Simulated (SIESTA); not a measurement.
Runs of SIESTA 5.4.2 on Cd2S. It takes space group P3m1 (No. 156, trigonal). The conventional cell has a = 3.963 Å, b = 3.963 Å, c = 5.809 Å, α = 90.00°, β = 90.00°, γ = 120.00°. Cd (site symmetry 3m) has 1 S at 2.52 Å as nearest neighbours. Around Cd (site symmetry 3m) lie 3 S at 2.60 Å. S (site symmetry 3m) is surrounded by 4 Cd at 2.52 to 2.60 Å. The cell comes from a database or a generator and needn't be the stable form of this composition.

```csv
task,level,potentials or basis,cell,k mesh,broadening (eV),window to (eV),polarisation,direction,optical mesh offset,grid cutoff,gap on the mesh (eV),pressure (GPa),largest force (eV/Å)
single point,PBE,"PseudoDojo 0.4 standard (PBE files), DZP (energy shift 0.003 Ry; two zetas on semicore shells)",as given,8 × 8 × 5,-,-,-,-,-,800 Ry,0.25,(a),0.09
optical spectrum,PBEsol,"PseudoDojo 0.4 standard (PBEsol files), DZP (energy shift 0.003 Ry; two zetas on semicore shells)",as given,8 × 8 × 5,0.2 eV,30 eV,polarized,0.0 0.0 1.0,true,800 Ry,0.24,(c),0.16
band structure,LDA,"PseudoDojo 0.4 standard (LDA files), DZP (energy shift 0.003 Ry; two zetas on semicore shells)",as given,8 × 8 × 5,-,-,-,-,-,800 Ry,-,-5.4,0.17
relaxation of cell and atoms,PBEsol,"PseudoDojo 0.4 standard (PBEsol files), DZP (energy shift 0.003 Ry; two zetas on semicore shells)",relaxed,6 × 6 × 4,-,-,-,-,-,1200 Ry,(b),0.0,-
```

Alike in all rows: no spin polarisation; smearing fermi-dirac 0.05 eV; energy shift 0.003 Ry.

Task: Fill in the values left out.

Result: (a) -0.6; (b) 0.22; (c) -3.5.

Caveats: the basis of atomic orbitals isn't converged, which shifts pressures, moduli and gaps; an odd mesh through Γ misses points on the zone boundary, where band edges often lie (some runs); the basis holds too few empty states to meet the f-sum rule, so the spectrum is short of weight at high energy (some runs).

A k mesh can miss the band edges, and the runs leave out spin-orbit coupling on Cd.

Not every run made on this cell is shown here.
